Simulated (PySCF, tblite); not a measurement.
# C4H9NSeSi3: geometry, infrared bands and NMR shifts

Aim: predict the infrared bands and NMR shifts of C4H9NSeSi3 (`CC#C[Si@]([SiH3])(C#N)[Se][SiH3]`).

Computed with tblite 0.8.0 and PySCF 2.14.0, with density-fitted response routines of our own, on a single molecule in the gas phase. Atoms count from 0, in the outputs and in this text.

### 1 The molecule as given

18 atoms, charge 0, multiplicity 1; geometry from: force field or distance geometry start.

Bonds of the start (Å): C0–C1 1.47, C1–C2 1.19, C2–Si3 1.82, Si3–Si4 2.22, Si3–C5 1.82, C5–N6 1.15, Si3–Se7 2.27, Se7–Si8 2.29, C0–H9 1.11, C0–H10 1.11, C0–H11 1.10, Si4–H12 1.47, Si4–H13 1.47, Si4–H14 1.48, Si8–H15 1.46, Si8–H16 1.47, Si8–H17 1.47.

### 2 Relaxing the molecule with GFN2-xTB

What the job is given:

```
{"job": {"kind": "relax", "xc": "GFN2-xTB", "basis": "xTB"}, "charge": 0, "multiplicity": 1}
C      2.738900    -1.692400    -1.118100
C      1.657700    -0.815300    -0.634700
C      0.790800    -0.108400    -0.216400
Si    -0.551300     0.974500     0.380800
Si    -0.035100     3.087600    -0.057200
C     -0.724600     0.770700     2.184300
N     -0.827100     0.649300     3.328200
Se    -2.511200     0.446700    -0.643900
Si    -2.445700    -1.712300     0.116900
H      2.310700    -2.694500    -1.337800
H      3.163100    -1.256100    -2.041600
H      3.515700    -1.784200    -0.341100
H      0.104400     3.255200    -1.508500
H      1.236200     3.433700     0.596000
H     -1.109000     3.975500     0.430200
H     -1.249700    -2.379400    -0.384500
H     -3.642600    -2.425700    -0.350300
H     -2.429800    -1.718600     1.585900
```

Launch:

```bash
$ OMP_NUM_THREADS=1 python probes_run.py task.json out
```

One launch serves the whole session: the jobs run in the order shown.

**Question.** This job is followed by: GFN2-xTB harmonic vibrations, gas phase; GIAO PBE0/pcSseg-1 NMR shielding, non-relativistic, gas phase. What will the session give for the following? strongest single infrared mode (GFN2-xTB); zero-point energy (GFN2-xTB); ¹³C shifts against TMS (PBE0/pcSseg-1); ¹H shifts against TMS (PBE0/pcSseg-1, means over atoms taken as alike); ²⁹Si shifts against TMS (PBE0/pcSseg-1); ¹⁵N shifts against NH3 (PBE0/pcSseg-1); ⁷⁷Se shifts against Me2Se (PBE0/pcSseg-1).

**Answer**, as computed:

| quantity | value |
| --- | --- |
| strongest single infrared mode (GFN2-xTB) | 752 cm⁻¹, 1276 km/mol |
| zero-point energy (GFN2-xTB) | 65.5 kcal/mol |
| ¹³C shifts against TMS (PBE0/pcSseg-1) | 123.0, 120.7, 81.1, 6.2 ppm |
| ¹H shifts against TMS (PBE0/pcSseg-1, means over atoms taken as alike) | 4.88, 3.77, 2.21 ppm |
| ²⁹Si shifts against TMS (PBE0/pcSseg-1) | -51.7, -62.7, -103.6 ppm |
| ¹⁵N shifts against NH3 (PBE0/pcSseg-1) | 361.0 ppm |
| ⁷⁷Se shifts against Me2Se (PBE0/pcSseg-1) | -447 ppm |

Over 77 steps the energy fell by 0.341 eV; of the close pairs, Si3–Si4 changed most, 2.219 to 2.332 Å. The lowest mode is slightly imaginary (17i cm⁻¹), a soft motion within the noise of the Hessian, so the minimum is not strictly shown. The strongest single mode, at 752 cm⁻¹, is spread over many atoms; the largest shares are those of H16, H17. GFN2-xTB is a fitted tight-binding method: band positions and strengths are rough. Its intensities can rank the bands wrongly. C5 (nitrile carbon) lies farthest downfield among carbon, at 123.0 ppm; typical of a nitrile. At PBE0/pcSseg-1: The largest span, 599 ppm, is at Se7, where the paramagnetic term is -799 ppm. Spin-orbit coupling is left out, which matters for shieldings and couplings at and beside the heavy atoms.
